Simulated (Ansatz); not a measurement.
# C₃H₆BN: one species, many methods

Aim: compute C₃H₆BN with functionals from several rungs and with coupled cluster, and see how far each lands from CCSD(T) at the basis-set limit for the atomisation energy.

The runs use Ansatz 0.2.0, Gaussian basis; functionals in def2-TZVPP, the program's frozen cores in correlated methods.

Levels to be run: LDA (SPW92), PBE-D4, revPBE-D4, BLYP-D4, r2SCAN-D4, B97M-V, PBE0-D4, B3LYP-D4, r2SCANh-D4, r2SCAN0-D4, HSE06-D4, BHLYP-D4, CAM-B3LYP-D4, LC-ωPBE, ωB97X-V, ωB97M-V, B2PLYP, PBE-QIDH; CCSD(T)/def2-SVP; CCSD(T)/def2-TZVPP; MP2/def2-QZVPP; extrapolation to the limit; RPA on PBE.

### Step 1. The relaxed structure

An earlier PBE0-D4 in a triple-zeta def2 set relaxation fixed the geometry.

SMILES `CB1N=C1C`, 11 atoms, charge 0, spin multiplicity 1.

Atoms are counted from 1 here; the program's logs count them from 0.

Bond lengths: C1–B2 1.545 Å, C1–H6 1.096 Å, C1–H7 1.092 Å, C1–H8 1.092 Å, B2–N3 1.430 Å, B2–C4 1.452 Å, N3–C4 1.305 Å, C4–C5 1.472 Å, C5–H9 1.093 Å, C5–H10 1.093 Å, C5–H11 1.092 Å. Angles: B2–C1–H6 108.9°, B2–C1–H7 112.1°, B2–C1–H8 112.5°, H6–C1–H7 106.4°, H6–C1–H8 107.6°, H7–C1–H8 109.1°, C1–B2–N3 144.9°, C1–B2–C4 161.3°, N3–B2–C4 53.8°, B2–N3–C4 63.9°, B2–C4–N3 62.2°, B2–C4–C5 166.0°, N3–C4–C5 131.7°, C4–C5–H9 109.7°, C4–C5–H10 109.7°, C4–C5–H11 111.4°, H9–C5–H10 106.5°, H9–C5–H11 109.8° and more.

As a file:

```mol
C3H6BN
  3D, bonds by distance, orders not assigned

 11 11  0  0  0  0  0  0  0  0999 V2000
   -1.8655   -0.8258    0.8071 C   0  0
   -0.4022   -0.4921    0.4395 B   0  0
    0.9694   -0.8040    0.6996 N   0  0
    0.7515    0.1439   -0.1707 C   0  0
    1.6702    0.9767   -0.9629 C   0  0
   -2.2458   -0.0527    1.4840 H   0  0
   -2.5199   -0.8186   -0.0675 H   0  0
   -1.9599   -1.7865    1.3172 H   0  0
    1.4930    2.0323   -0.7419 H   0  0
    1.4619    0.8436   -2.0275 H   0  0
    2.7127    0.7261   -0.7565 H   0  0
  1  2  8  0
  2  3  8  0
  3  4  8  0
  4  5  8  0
  1  6  8  0
  1  7  8  0
  1  8  8  0
  5  9  8  0
  5 10  8  0
  5 11  8  0
  2  4  8  0
M  END
```

### Step 2. LDA

This LDA is Slater exchange with PW92 correlation.

Input file in.yaml:

```yaml
crystal:
  periodic: [false, false, false]
  atoms:
    - {symbol: C, position_ang: [-1.865478, -0.825775, 0.807133]}
    - {symbol: B, position_ang: [-0.402189, -0.492062, 0.439537]}
    - {symbol: N, position_ang: [0.969381, -0.804047, 0.699581]}
    - {symbol: C, position_ang: [0.751453, 0.143862, -0.170655]}
    - {symbol: C, position_ang: [1.670206, 0.976694, -0.962911]}
    - {symbol: H, position_ang: [-2.245823, -0.052698, 1.484012]}
    - {symbol: H, position_ang: [-2.519904, -0.818610, -0.067487]}
    - {symbol: H, position_ang: [-1.959877, -1.786542, 1.317223]}
    - {symbol: H, position_ang: [1.493004, 2.032273, -0.741860]}
    - {symbol: H, position_ang: [1.461902, 0.843556, -2.027523]}
    - {symbol: H, position_ang: [2.712725, 0.726150, -0.756550]}
basis:
  gaussian: {orbitals: def2-TZVPP}
hamiltonian: {xc: lda}
output: {orbitals: {seedname: orbitals}}
```

Started as:

```sh
$ ansatz run in.yaml --threads 2 --pin off --events-out ev --progress --plain --max-ram 4352MiB
```

The runs that follow: PBE-D4 (GGA); revPBE-D4 (GGA); BLYP-D4 (GGA); r2SCAN-D4 (meta-GGA); B97M-V (meta-GGA); B3LYP-D4 (hybrid); r2SCANh-D4 (hybrid); r2SCAN0-D4 (hybrid); HSE06-D4 (hybrid); BHLYP-D4 (hybrid); CAM-B3LYP-D4 (range-separated); LC-ωPBE (range-separated); ωB97X-V (range-separated); ωB97M-V (range-separated); B2PLYP (double hybrid); PBE-QIDH (double hybrid); CCSD(T) in def2-SVP; CCSD(T) in def2-TZVPP; MP2 in def2-QZVPP; RPA on PBE orbitals.

Q: Predict the results of all the runs planned. Wanted: atomisation energy, CCSD(T)/CBS; farthest beyond LDA; mean size of error, GGA; mean size of error, meta-GGA; mean size of error, hybrid; mean size of error, range-separated; mean size of error, double hybrid; gap, smallest and largest; T1 diagnostic.

The runs gave:

| quantity | value |
| --- | --- |
| atomisation energy, CCSD(T)/CBS | 4544.7 kJ/mol |
| functionals within 22.7 kJ/mol (0.5 %) | r2SCANh-D4, r2SCAN0-D4, B2PLYP |
| farthest beyond LDA | PBE-D4 (+168.1 kJ/mol) |
| mean size of error, GGA | 86.3 kJ/mol |
| mean size of error, meta-GGA | 52.4 kJ/mol |
| mean size of error, hybrid | 57.0 kJ/mol |
| mean size of error, range-separated | 51.5 kJ/mol |
| mean size of error, double hybrid | 14.6 kJ/mol |
| gap, smallest and largest | 3.79 eV (LDA (SPW92)), 11.75 eV (LC-ωPBE) |
| T1 diagnostic | 0.0108 |
| triples share of the correlation energy | 4.3 % |

In words: LDA overbinds by 696.0 kJ/mol (15 %). PBE-D4 is off by +168.1 kJ/mol. Double hybrids carry the basis error of their MP2 part in triple zeta, and no dispersion term here, so their miss is partly the set-up's. Taken by rung, double hybrid functionals do best (14.6 kJ/mol on average) and GGA ones worst beyond LDA (86.3 kJ/mol). Misses under about 22.7 kJ/mol are within the doubt on the reference itself, which lacks core-valence correlation, relativity and higher excitations. Hartree-Fock recovers 74 % of the binding; the rest is correlation. CCSD(T) in def2-SVP is off by -179.7 kJ/mol, worse than the median functional, from the basis alone. The gap grows from 3.8 to 11.8 eV across the functionals, mostly with the share of exact exchange.
